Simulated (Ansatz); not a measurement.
# SnPb5O6: the cost of one run

Program: Ansatz 0.2.0. Level of theory: DFT PBE, scalar-relativistic, plane waves, PAW. These are calculated values, not measurements.

## (1) The structure to begin with

It takes space group P4mm (No. 99, tetragonal). The conventional cell has a = 3.953 Å, b = 3.953 Å, c = 15.195 Å, α = 90.00°, β = 90.00°, γ = 90.00°. Sn (site symmetry 4mm) has 4 O at 2.31 Å as nearest neighbours. Around Pb (site symmetry 4mm) lie 4 O at 2.31 Å. O (site symmetry 2mm) is surrounded by 4 Pb at 2.31 Å. Only part of the 9 independent sites is listed.

As a file:

```cif
data_structure
_symmetry_space_group_name_H-M 'P4mm'
_symmetry_Int_Tables_number 99
_cell_length_a 3.9527
_cell_length_b 3.9527
_cell_length_c 15.1951
_cell_angle_alpha 90.000
_cell_angle_beta 90.000
_cell_angle_gamma 90.000
_cell_volume 237.41
loop_
_atom_site_label
_atom_site_type_symbol
_atom_site_symmetry_multiplicity
_atom_site_Wyckoff_symbol
_atom_site_fract_x
_atom_site_fract_y
_atom_site_fract_z
_atom_site_occupancy
Sn1 Sn 1 b 0.50000 0.50000 0.58821 1
Pb1 Pb 1 a 0.00000 0.00000 0.07846 1
Pb2 Pb 1 a 0.00000 0.00000 0.41179 1
Pb3 Pb 1 a 0.00000 0.00000 0.74512 1
Pb4 Pb 1 b 0.50000 0.50000 0.25488 1
Pb5 Pb 1 b 0.50000 0.50000 0.92154 1
O1 O 2 c 0.50000 0.00000 0.00000 1
O2 O 2 c 0.50000 0.00000 0.33333 1
O3 O 2 c 0.50000 0.00000 0.66667 1
```

The start is an ordering of an alloy on its end members' structure types: elements ordered on the sites of the SnO type, Pb/Sn on Sn (P4mm, No. 99).

## (2) A first look at the guess

File input.yaml:

```yaml
crystal:
  lattice:
    - [3.9526956, 0.0, 0.0]
    - [0.0, 3.9526956, 0.0]
    - [0.0, 0.0, 15.1950901]
  atoms:
    - { symbol: Sn, position: [0.5, 0.5, 0.58820872] }
    - { symbol: Pb, position: [0.0, 0.0, 0.07845795] }
    - { symbol: Pb, position: [0.0, 0.0, 0.41179128] }
    - { symbol: Pb, position: [0.0, 0.0, 0.74512462] }
    - { symbol: Pb, position: [0.5, 0.5, 0.25487538] }
    - { symbol: Pb, position: [0.5, 0.5, 0.92154205] }
    - { symbol: O, position: [0.5, 0.0, 0.0] }
    - { symbol: O, position: [0.5, 0.0, 0.33333333] }
    - { symbol: O, position: [0.5, 0.0, 0.66666667] }
    - { symbol: O, position: [0.0, 0.5, 0.0] }
    - { symbol: O, position: [0.0, 0.5, 0.33333333] }
    - { symbol: O, position: [0.0, 0.5, 0.66666667] }
basis:
  ecutwfc: 420
kpoints:
  mp_grid: { grid: [4, 4, 1] }
hamiltonian:
  xc: pbe
scf:
  occupations: { method: gaussian, width: 0.1 }
  lower_state_search: "off"
output:
  forces: true
  stress: true
  eigenvalues: true
```

Launch:

```
$ ansatz run input.yaml --threads 1 --pin off --max-ram 2560MiB --backend cpu --events-out ev --progress --plain --runs-dir out
```

Q: Estimate wall time and peak memory on 1 thread of Intel Xeon at 2.50GHz (Skylake/Cascade Lake), shared host.

About 18 s, with a peak of 0.48 GiB.
